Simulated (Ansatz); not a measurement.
# Cl₂FHSn: basis-set convergence

One table from this session's results is given with a row withheld; the runs are named, their logs left out.

Program: Ansatz 0.2.0, Gaussian basis. Level of theory: one geometry, several basis sets. These are calculated values, not measurements.

Plan: PBE0-D4/def2-SVP; ωB97M-V/def2-SVP; PBE0-D4/def2-QZVPP; ωB97M-V/def2-QZVPP; the functionals' def2-TZVPP values are taken from earlier runs.

## The relaxed structure

All runs share one geometry, relaxed beforehand with PBE0-D4 in a triple-zeta def2 set. Sn takes the def2 core potential; no spin-orbit term is included.

SMILES `[F][SnH]([Cl])[Cl]`, 5 atoms, charge 0, spin multiplicity 1.

Atoms are counted from 1 here; the program's logs count them from 0.

Bond lengths: F1–Sn2 1.901 Å, Sn2–Cl3 2.292 Å, Sn2–Cl4 2.292 Å, Sn2–H5 1.689 Å. Angles: F1–Sn2–Cl3 105.5°, F1–Sn2–Cl4 105.5°, F1–Sn2–H5 109.2°, Cl3–Sn2–Cl4 108.7°, Cl3–Sn2–H5 113.6°, Cl4–Sn2–H5 113.6°.

Coordinates:

```
F     0.18270   -0.37519    1.83215
Sn    0.12353    0.09434   -0.00896
Cl    0.49593   -1.85794   -1.15116
Cl   -2.03025    0.77590   -0.39803
H     1.27779    1.28919   -0.31540
```

The first run:

in.yaml

```yaml
crystal:
  periodic: [false, false, false]
  atoms:
    - {symbol: F, position_ang: [0.182702, -0.375187, 1.832153]}
    - {symbol: Sn, position_ang: [0.123530, 0.094343, -0.008961]}
    - {symbol: Cl, position_ang: [0.495928, -1.857944, -1.151160]}
    - {symbol: Cl, position_ang: [-2.030250, 0.775901, -0.398032]}
    - {symbol: H, position_ang: [1.277790, 1.289187, -0.315401]}
basis:
  gaussian: {orbitals: def2-SVP}
hamiltonian: {xc: pbe0, dispersion: d4}
output: {orbitals: {seedname: orbitals}}
```

Among the steps run: PBE0-D4 in def2-SVP; ωB97M-V in def2-SVP; PBE0-D4 in def2-QZVPP; ωB97M-V in def2-QZVPP.

One of the session's tables, all rows but one given; the rest of the session is left out.

It belongs to the step «Functionals by basis». 

| functional | basis | HOMO (eV) | LUMO (eV) |
| --- | --- | --- | --- |
| PBE0-D4 | def2-SVP | -9.45 | -2.01 |
| PBE0-D4 | def2-TZVPP | -9.62 | -2.18 |
| PBE0-D4 | def2-QZVPP | -9.64 | -2.22 |
| ωB97M-V | def2-SVP | ? | ? |
| ωB97M-V | def2-TZVPP | -11.88 | -0.12 |
| ωB97M-V | def2-QZVPP | -11.91 | -0.23 |

Q: Estimate the row for ωB97M-V, def2-SVP from the others.

As computed: HOMO (eV): -11.65; LUMO (eV): 0.17. In the column «HOMO (eV)» it lies between ωB97M-V, def2-TZVPP (-11.88) and PBE0-D4, def2-QZVPP (-9.64).
